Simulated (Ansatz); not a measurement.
# CH6O2Si (SMILES C[SiH](O)O): PBE-QIDH/cc-pVDZ

What is the energy change on altering one bond length of CH6O2Si at PBE-QIDH/cc-pVDZ? 

The calculation is run with Ansatz 0.2.0.

59 further runs of the same task are left out: 59 set aside as unsound or not needed.

### Step 1. Starting point

CH6O2Si: 10 atoms, total charge 0, spin state singlet. SMILES: `C[SiH](O)O`. The shape is that of a PBE0-D4/def2-TZVP optimisation. This is one conformer, not always the lowest.

Bond lengths: C1–Si2 1.852 Å, Si2–O3 1.647 Å, Si2–O4 1.646 Å, C1–H5 1.093 Å, C1–H6 1.093 Å, C1–H7 1.092 Å, Si2–H8 1.484 Å, O3–H9 0.958 Å, O4–H10 0.958 Å. Some angles: C1–Si2–O3 105.2°, C1–Si2–O4 112.8°, O3–Si2–O4 112.2°, C1–Si2–H8 113.0°, O3–Si2–H8 110.8°, O4–Si2–H8 103.1°, Si2–C1–H5 111.0°, Si2–C1–H6 110.6°, Si2–C1–H7 110.8°, Si2–O3–H9 117.2°.

### Step 2. The energy at PBE-QIDH/cc-pVDZ

job.yaml

```yaml
basis:
  gaussian: {orbitals: cc-pVDZ}
crystal:
  periodic: [false, false, false]
  atoms:
    - symbol: C
      position_ang: [-1.293000, 0.347800, -0.146400]
    - symbol: Si
      position_ang: [0.517500, 0.180000, 0.206800]
    - symbol: O
      position_ang: [0.650400, -1.156000, 1.160800]
    - symbol: O
      position_ang: [1.425000, 0.058500, -1.161600]
    - symbol: H
      position_ang: [-1.681100, -0.549800, -0.635600]
    - symbol: H
      position_ang: [-1.853400, 0.489100, 0.780800]
    - symbol: H
      position_ang: [-1.484400, 1.203800, -0.797400]
    - symbol: H
      position_ang: [1.088600, 1.369900, 0.884700]
    - symbol: H
      position_ang: [1.521500, -1.366900, 1.499800]
    - symbol: H
      position_ang: [1.192100, -0.627600, -1.788900]
total_charge: 0
hamiltonian: {xc: {name: PBE-QIDH}}
correlation: {frozen_orbitals: {C: 1, H: 0, O: 1, Si: 5}}
accuracy: high
output: {orbitals: {seedname: orbitals}}
```

Command:

```console
$ ansatz run job.yaml --threads 1 --pin off --max-ram 3480MiB --events-out events.jsonl --progress --plain --runs-dir runs
```

The log of the run:

```text
Warning: RAYON_NUM_THREADS=1 ignored (pool sized by the plan → 1); use --threads N
Functional definition: PBE-QIDH
  name "PBE-QIDH"
  parameter a = 3^(-1/3)
  parameter c = 1/3
  exchange = (1 - a)*pbe_x + a*exact_x
  correlation = (1 - c)*pbe_c + c*(mp2_os + mp2_ss)
2099 factors; integrals over basis functions are off by at most 3.5e-9 eV
mean field evaluation 1: about -13084.3005 eV, gradient 5.2e1 eV
mean field evaluation 2: about -13084.3549 eV, gradient 5.2e1 eV
mean field evaluation 4: about -13089.3479 eV, gradient 3.2e0 eV
mean field evaluation 8: about -13089.3763 eV, gradient 2.9e-2 eV
mean field evaluation 16: about -13089.3763 eV, gradient 7.1e-6 eV
mean field -13089.37632579 eV, -481.0257076749 hartree, gradient 1.0e-7 eV, S^2 0.000000; 0 other end points of the search recorded, 0 dependent functions left out
8 core orbitals not correlated: weight in the atoms' cores, before any rotation towards them, 1.000 or more for the frozen orbitals, at most 0.000 for the correlated occupied ones
reference -13089.37632681 eV, -481.0257077122 hartree; 13, 13 occupied and 69, 69 virtual orbitals, 2099 factors
second order -19.01943683 eV of doubles, -0.00000000 eV of singles
Total energy: -13095.71613908 eV, -481.2586915160 hartree
```

It took 13 s on 1 thread of Arm Neoverse V2, shared host; peak memory 0.3 GiB.

### Step 3. The distorted shape

input.yaml

```yaml
crystal:
  periodic: [false, false, false]
  atoms:
    - symbol: C
      position_ang: [-1.208918, 0.326600, -0.285516]
    - symbol: Si
      position_ang: [0.601582, 0.158800, 0.067684]
    - symbol: O
      position_ang: [0.734482, -1.177200, 1.021684]
    - symbol: O
      position_ang: [1.509082, 0.037300, -1.300716]
    - symbol: H
      position_ang: [-1.597018, -0.571000, -0.774716]
    - symbol: H
      position_ang: [-1.853400, 0.489100, 0.780800]
    - symbol: H
      position_ang: [-1.400318, 1.182600, -0.936516]
    - symbol: H
      position_ang: [1.172682, 1.348700, 0.745584]
    - symbol: H
      position_ang: [1.605582, -1.388100, 1.360684]
    - symbol: H
      position_ang: [1.276182, -0.648800, -1.928016]
basis:
  gaussian:
    orbitals: cc-pVDZ
hamiltonian:
  xc: {name: PBE-QIDH}
correlation:
  frozen_orbitals: {C: 1, H: 0, O: 1, Si: 5}
accuracy: high
output: {orbitals: {seedname: orbitals}}
```

Command:

```console
$ ansatz run input.yaml --threads 1 --pin off --max-ram 3480MiB --events-out events.jsonl --progress --plain --runs-dir runs
```

The log of the run, cut to the lines that bear on the results:

```text
Warning: RAYON_NUM_THREADS=1 ignored (pool sized by the plan → 1); use --threads N
[... 2 set-up lines as earlier in the session ...]
[...]
2104 factors; integrals over basis functions are off by at most 3.5e-9 eV
[...]
mean field -13089.01795667 eV, -481.0125378525 hartree, gradient 2.4e-8 eV, S^2 0.000000; 0 other end points of the search recorded, 0 dependent functions left out
8 core orbitals not correlated: weight in the atoms' cores, before any rotation towards them, 1.000 or more for the frozen orbitals, at most 0.000 for the correlated occupied ones
reference -13089.01795769 eV, -481.0125378903 hartree; 13, 13 occupied and 69, 69 virtual orbitals, 2104 factors
second order -19.09649973 eV of doubles, -0.00000000 eV of singles
Total energy: -13095.38345760 eV, -481.2464656973 hartree
```

Run time: 13 s. Hardware: 1 thread of Arm Neoverse V2, shared host; peak memory 0.31 GiB.

### Step 4. Summary of results

At PBE-QIDH/cc-pVDZ, 8 core orbitals frozen:

```
                                                         quantity          value
                                        first shape: total energy  -481.25869 Eh
                   first shape: HOMO energy (SCF part's orbitals)      -10.68 eV
                   first shape: LUMO energy (SCF part's orbitals)        3.29 eV
                 first shape: HOMO–LUMO gap (SCF part's orbitals)       13.98 eV
                                    distorted shape: total energy  -481.24647 Eh
               distorted shape: HOMO energy (SCF part's orbitals)      -10.69 eV
               distorted shape: LUMO energy (SCF part's orbitals)        3.14 eV
             distorted shape: HOMO–LUMO gap (SCF part's orbitals)       13.83 eV
energy change with the C1–H6 bond stretched from 1.093 to 1.257 Å       0.333 eV
```

With the C1–H6 bond stretched from 1.093 to 1.257 Å the energy rises by 0.33 eV (7.7 kcal/mol). The first shape isn't relaxed at this level, so the change isn't measured from a minimum.
